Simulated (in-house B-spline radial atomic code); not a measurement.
# Ar⁺: binding energies from hole states

How much more does a second hole in Ar⁺ cost because of the first?

Program: in-house B-spline radial atomic code version 1. Level of theory: Dirac-Hartree-Fock, average of configuration, Fermi nucleus, basis-set limit. These are calculated values, not measurements, unless marked.

## (1) Starting point

```
element       : argon (Z = 18)
charge        : +1
electrons     : 17
configuration : [Ne] 3s2 3p5
Hamiltonian   : Dirac-Coulomb
nucleus       : Fermi, rms radius 3.427 fm
```

The outer shells:

[Ne] 3s2 3p5
```
[Ne] core
3s [↑↓]
3p [↑↓][↑↓][↑ ]
```

The boxes draw the filling by Hund's rule, which heavy ions in jj coupling don't follow; these runs average over all states of the configuration.

The run's settings:

```ini
Z = 18
electrons = 17.0
configuration = [Ne] 3s2 3p5
hamiltonian = dirac
method = hf
spin_polarised = False
nucleus = fermi
rms_radius = 3.4274
mass_number = 40
atomic_mass = 39.96238312204
speed_of_light = 137.035999084
```

From the earlier run of the reference: total energy -528.141539 hartree. Levels, eight at most:

```csv
orbital,occupation,energy (eV),<r> (bohr)
1s1/2,2,-3255.83,0.08562
2s1/2,2,-351.72,0.4098
2p1/2,2,-276.03,0.3733
2p3/2,4,-273.72,0.3756
3s1/2,2,-46.833,1.376
3p1/2,1.66667,-28.576,1.553
3p3/2,3.33333,-28.361,1.560
```

Single holes known from earlier runs (ΔSCF): 1s 3225.17 eV, 2p1/2 265.91 eV, 2p3/2 263.96 eV, 3s 45.627 eV, 3p 27.404 eV.

## (2) The 1s and 3p holes

The run's settings:

```ini
Z = 18
electrons = 15.0
configuration = 1s1 2s2 2p6 3s2 3p4
hamiltonian = dirac
method = hf
spin_polarised = False
nucleus = fermi
rms_radius = 3.4274
mass_number = 40
atomic_mass = 39.96238312204
speed_of_light = 137.035999084
```

## (3) The 2p1/2 and 3s holes

In configurations, a minus sign after the shell means j = l − 1/2 and a plus sign j = l + 1/2; the count of electrons follows.

The settings differ from step 2 so:

```diff
@@ -2,3 +2,3 @@
 electrons = 15.0
-configuration = 1s1 2s2 2p6 3s2 3p4
+configuration = 1s2 2s2 2p-1 2p+4 3s1 3p5
 hamiltonian = dirac
```

## (4) The 2p3/2 and 2p1/2 holes

The settings differ from step 3 so:

```diff
@@ -2,3 +2,3 @@
 electrons = 15.0
-configuration = 1s2 2s2 2p-1 2p+4 3s1 3p5
+configuration = 1s2 2s2 2p-1 2p+3 3s2 3p5
 hamiltonian = dirac
```

## (5) The 2p3/2 and 3s holes

The settings differ from step 4 so:

```diff
@@ -2,3 +2,3 @@
 electrons = 15.0
-configuration = 1s2 2s2 2p-1 2p+3 3s2 3p5
+configuration = 1s2 2s2 2p-2 2p+3 3s1 3p5
 hamiltonian = dirac
```

## (6) The 1s and 2p3/2 holes

The settings differ from step 5 so:

```diff
@@ -2,3 +2,3 @@
 electrons = 15.0
-configuration = 1s2 2s2 2p-2 2p+3 3s1 3p5
+configuration = 1s1 2s2 2p-2 2p+3 3s2 3p5
 hamiltonian = dirac
```

## (7) The 2p3/2 and 3p holes

The settings differ from step 6 so:

```diff
@@ -2,3 +2,3 @@
 electrons = 15.0
-configuration = 1s1 2s2 2p-2 2p+3 3s2 3p5
+configuration = 1s2 2s2 2p-2 2p+3 3s2 3p4
 hamiltonian = dirac
```

## (8) The 2p1/2 and 3p holes

The settings differ from step 7 so:

```diff
@@ -2,3 +2,3 @@
 electrons = 15.0
-configuration = 1s2 2s2 2p-2 2p+3 3s2 3p4
+configuration = 1s2 2s2 2p-1 2p+4 3s2 3p4
 hamiltonian = dirac
```

## (9) The 2p3/2 and 2p3/2 holes

The settings differ from step 8 so:

```diff
@@ -2,3 +2,3 @@
 electrons = 15.0
-configuration = 1s2 2s2 2p-1 2p+4 3s2 3p4
+configuration = 1s2 2s2 2p-2 2p+2 3s2 3p5
 hamiltonian = dirac
```

## (10) The 1s and 1s holes

The settings differ from step 9 so:

```diff
@@ -2,3 +2,3 @@
 electrons = 15.0
-configuration = 1s2 2s2 2p-2 2p+2 3s2 3p5
+configuration = 2s2 2p6 3s2 3p5
 hamiltonian = dirac
```

Q: What does each hole state cost in eV, and how does that compare with the orbital energies or single holes?

**Answer**, as computed:

| two holes | ΔSCF (eV) | less the two single holes (eV) |
| --- | --- | --- |
| 1s and 3p | 3270.88 | 18.30 |
| 2p1/2 and 3s | 330.33 | 18.80 |
| 2p3/2 and 2p1/2 | 575.27 | 45.41 |
| 2p3/2 and 3s | 328.38 | 18.80 |
| 1s and 2p3/2 | 3551.12 | 61.99 |
| 2p3/2 and 3p | 308.07 | 16.71 |
| 2p1/2 and 3p | 310.82 | 17.51 |
| 2p3/2 and 2p3/2 | 573.69 | 45.77 |
| 1s and 1s | 6693.98 | 243.64 |

**Reading.** Two holes cost more than the sum of each, because the second electron leaves a more charged ion. The excess runs from 16.7 eV (2p3/2 and 3p) to 243.6 eV (1s and 1s); it tends to be largest where both holes are compact. Two partly filled shells share a symmetry and can mix in the average, which may lower the energy, in these hole states: 2p1/2 and 3s; 2p3/2 and 2p1/2; 2p3/2 and 3s; 1s and 2p3/2; 2p3/2 and 3p; 2p1/2 and 3p; 2p3/2 and 2p3/2; 2p1/2; 2p3/2. Values are for the free ion, measured from the vacuum level.
